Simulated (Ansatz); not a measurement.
# CaScMo: the cost of one run

Method: DFT PBE, scalar-relativistic, plane waves, PAW, in Ansatz 0.2.0.

## Step 1: The starting structure

The structure is tetragonal, space group P4/nmm (No. 129). Conventional cell: a = 4.020 Å, b = 4.020 Å, c = 7.075 Å, α = 90.00°, β = 90.00°, γ = 90.00°. Around Ca (site symmetry 4mm) lie 4 Mo at 2.48 Å and 5 Sc at 3.02 to 3.13 Å. Sc (site symmetry 4mm) is surrounded by 5 Ca at 3.02 to 3.13 Å and 4 Mo at 3.20 Å. Mo (site symmetry -4m2) has 4 Ca at 2.48 Å and 4 Mo at 2.84 Å in its first shell of neighbours.

As a file:

```cif
data_structure
_symmetry_space_group_name_H-M 'P 1'
_symmetry_Int_Tables_number 1
_cell_length_a 4.0202
_cell_length_b 4.0202
_cell_length_c 7.0750
_cell_angle_alpha 90.000
_cell_angle_beta 90.000
_cell_angle_gamma 90.000
_cell_volume 114.35
loop_
_atom_site_label
_atom_site_type_symbol
_atom_site_fract_x
_atom_site_fract_y
_atom_site_fract_z
_atom_site_occupancy
Ca1 Ca 0.50000 0.00000 0.20550 1
Ca2 Ca 0.00000 0.50000 0.79450 1
Sc1 Sc 0.50000 0.00000 0.64850 1
Sc2 Sc 0.00000 0.50000 0.35150 1
Mo1 Mo 0.00000 0.00000 0.00000 1
Mo2 Mo 0.50000 0.50000 0.00000 1
```

This is candidate A: matlockite type (P4/nmm, No. 129).

(A quick probe on a coarse mesh, which set the mesh and smearing, is not shown.)

## Step 3: Rough relaxation on the coarse mesh (candidate A)

Input file input.yaml:

```yaml
crystal:
  lattice:
    - [4.0201813822, 0.0, 0.0]
    - [0.0, 4.0201813822, 0.0]
    - [0.0, 0.0, 7.0750179583]
  atoms:
    - { symbol: Ca, position: [0.5, 0.0, 0.2055] }
    - { symbol: Ca, position: [0.0, 0.5, 0.7945] }
    - { symbol: Sc, position: [0.5, 0.0, 0.6485] }
    - { symbol: Sc, position: [0.0, 0.5, 0.3515] }
    - { symbol: Mo, position: [0.0, 0.0, 0.0] }
    - { symbol: Mo, position: [0.5, 0.5, 0.0] }
basis:
  ecutwfc: 420
kpoints:
  mp_grid: { grid: [4, 4, 4] }
hamiltonian:
  xc: pbe
scf:
  occupations: { method: gaussian, width: 0.1 }
  lower_state_search: "off"
output:
  forces: true
  stress: true
  eigenvalues: true
relax:
  adjacent_minimum: "off"
  f_tol: 0.04
  max_steps: 70
  cell: { stress_tol: 0.4 }
```

Command:

```sh
ansatz run input.yaml --threads 1 --pin off --max-ram 2560MiB --backend cpu --events-out ev --progress --plain --runs-dir out
```

**Question.** How long does this run take on 1 thread of Arm Neoverse V2, shared host, and how much memory does it need?

About 87 s, with a peak of 0.45 GiB.
